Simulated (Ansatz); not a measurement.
**GeH₈N₂Si: small, medium and large basis sets**

One table from this session's results is given with a row withheld; the runs are named, their logs left out.

Computed with Ansatz 0.2.0, Gaussian basis. Level: one geometry, several basis sets.

The runs, in order: PBE0-D4/def2-SVP; ωB97M-V/def2-SVP; PBE0-D4/def2-QZVPP; ωB97M-V/def2-QZVPP; the functionals' def2-TZVPP values are taken from earlier runs.

## The geometry

All runs share one geometry, relaxed beforehand with PBE0-D4 in a triple-zeta def2 set.

SMILES `N[SiH2][GeH2][NH2]`, 12 atoms, charge 0, spin multiplicity 1.

Atoms are counted from 1 here; the program's logs count them from 0.

Bond lengths: N1–Si2 1.727 Å, N1–H5 1.007 Å, N1–H6 1.007 Å, Si2–Ge3 2.402 Å, Si2–H7 1.490 Å, Si2–H8 1.490 Å, Ge3–N4 1.859 Å, Ge3–H9 1.543 Å, Ge3–H10 1.544 Å, N4–H11 1.012 Å, N4–H12 1.012 Å. Angles: Si2–N1–H5 119.3°, Si2–N1–H6 120.1°, H5–N1–H6 110.8°, N1–Si2–Ge3 114.9°, N1–Si2–H7 108.4°, N1–Si2–H8 106.5°, Ge3–Si2–H7 109.6°, Ge3–Si2–H8 108.1°, H7–Si2–H8 109.3°, Si2–Ge3–N4 113.5°, Si2–Ge3–H9 112.3°, Si2–Ge3–H10 110.9°, N4–Ge3–H9 105.8°, N4–Ge3–H10 105.2°, H9–Ge3–H10 108.7°, Ge3–N4–H11 112.9°, Ge3–N4–H12 113.0°, H11–N4–H12 107.7°.

The first run:

Input file in.yaml:

```yaml
crystal:
  periodic: [false, false, false]
  atoms:
    - {symbol: N, position_ang: [-1.870311, 0.544820, 0.962626]}
    - {symbol: Si, position_ang: [-0.881600, -0.831136, 0.626855]}
    - {symbol: Ge, position_ang: [0.826139, -0.471759, -1.022962]}
    - {symbol: N, position_ang: [1.998853, 0.904149, -0.590322]}
    - {symbol: H, position_ang: [-1.512003, 1.276997, 1.554086]}
    - {symbol: H, position_ang: [-2.467857, 0.923914, 0.245564]}
    - {symbol: H, position_ang: [-1.765042, -1.950937, 0.195489]}
    - {symbol: H, position_ang: [-0.216028, -1.196090, 1.908727]}
    - {symbol: H, position_ang: [1.706011, -1.721602, -1.236597]}
    - {symbol: H, position_ang: [0.206701, -0.064472, -2.377671]}
    - {symbol: H, position_ang: [1.537855, 1.799681, -0.494851]}
    - {symbol: H, position_ang: [2.514381, 0.731134, 0.262957]}
basis:
  gaussian: {orbitals: def2-SVP}
hamiltonian: {xc: pbe0, dispersion: d4}
output: {orbitals: {seedname: orbitals}}
```

The run is started by

```console
ansatz run in.yaml --threads 4 --pin off --events-out ev --progress --plain --max-ram 10444MiB
```

Among the steps run: PBE0-D4 in def2-SVP; ωB97M-V in def2-SVP; PBE0-D4 in def2-QZVPP; ωB97M-V in def2-QZVPP.

One of the session's tables, all rows but one given; the rest of the session is left out.

```
functional       basis  HOMO (eV)  LUMO (eV)
   PBE0-D4    def2-SVP      -6.21       0.22
   PBE0-D4  def2-TZVPP      -6.44      -0.20
   PBE0-D4  def2-QZVPP          ?          ?
   ωB97M-V    def2-SVP      -8.31       1.98
   ωB97M-V  def2-TZVPP      -8.56       1.36
   ωB97M-V  def2-QZVPP      -8.60       1.05
```

Estimate the missing values for PBE0-D4, def2-QZVPP.

The run gave: HOMO (eV): -6.49; LUMO (eV): -0.37. In the column «HOMO (eV)» it lies between ωB97M-V, def2-SVP (-8.31) and PBE0-D4, def2-TZVPP (-6.44).
